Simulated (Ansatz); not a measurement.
# LuTlSe2: the cost of one run

Code: Ansatz 0.2.0. PAW datasets, plane waves, zero pressure. (Simulation; spin polarisation is off.)

### Step 1. Starting point

It is trigonal, R-3m (No. 166); a = 4.079 Å, c = 23.215 Å in the conventional setting, 27.88 Å³ an atom. Around Lu lie 6 Se at 2.82 Å; around Tl lie 6 Se at 3.31 Å; around Se lie 3 Lu at 2.82 Å and 3 Tl at 3.31 Å.

Structure file:

Space group R-3m:H (No. 166). a = 4.079 Å, b = 4.079 Å, c = 23.215 Å, α = 90.00°, β = 90.00°, γ = 120.00°
| atom | site | symmetry | x | y | z |
| --- | --- | --- | --- | --- | --- |
| Lu | 3a | -3m | 0.0000 | 0.0000 | 0.0000 |
| Tl | 3b | -3m | 0.6667 | 0.3333 | 0.8333 |
| Se | 6c | 3m | 0.0000 | 0.0000 | 0.7331 |

### Step 2. Relaxation with PBE-D3(BJ)

input.yaml reads:

```yaml
crystal:
  lattice:
    - [2.0395459722, 1.1775324161, 7.73832203]
    - [-2.0395459722, 1.1775324161, 7.73832203]
    - [0.0, -2.3550648321, 7.73832203]
  atoms:
    - { symbol: Lu, position: [0.0, 0.0, 0.0] }
    - { symbol: Tl, position: [0.5, 0.5, 0.5] }
    - { symbol: Se, position: [0.73313184, 0.73313184, 0.73313184] }
    - { symbol: Se, position: [0.26686816, 0.26686816, 0.26686816] }
kpoints:
  mp_grid: { grid: [6, 6, 6] }
hamiltonian:
  xc: pbe
  dispersion: d3bj
scf:
  occupations: { method: fermi_dirac, width: 0.02 }
relax:
  f_tol: 0.005
  cell: {}
```

Run with:

```bash
$ ansatz run input.yaml --threads 2 --pin off --max-ram 2211MiB --backend cpu --events-out ev --progress --plain --runs-dir out
```

Q: Estimate wall time and peak memory on 2 threads of Arm Neoverse V2, shared host.

About 18 s, with a peak of 0.49 GiB.
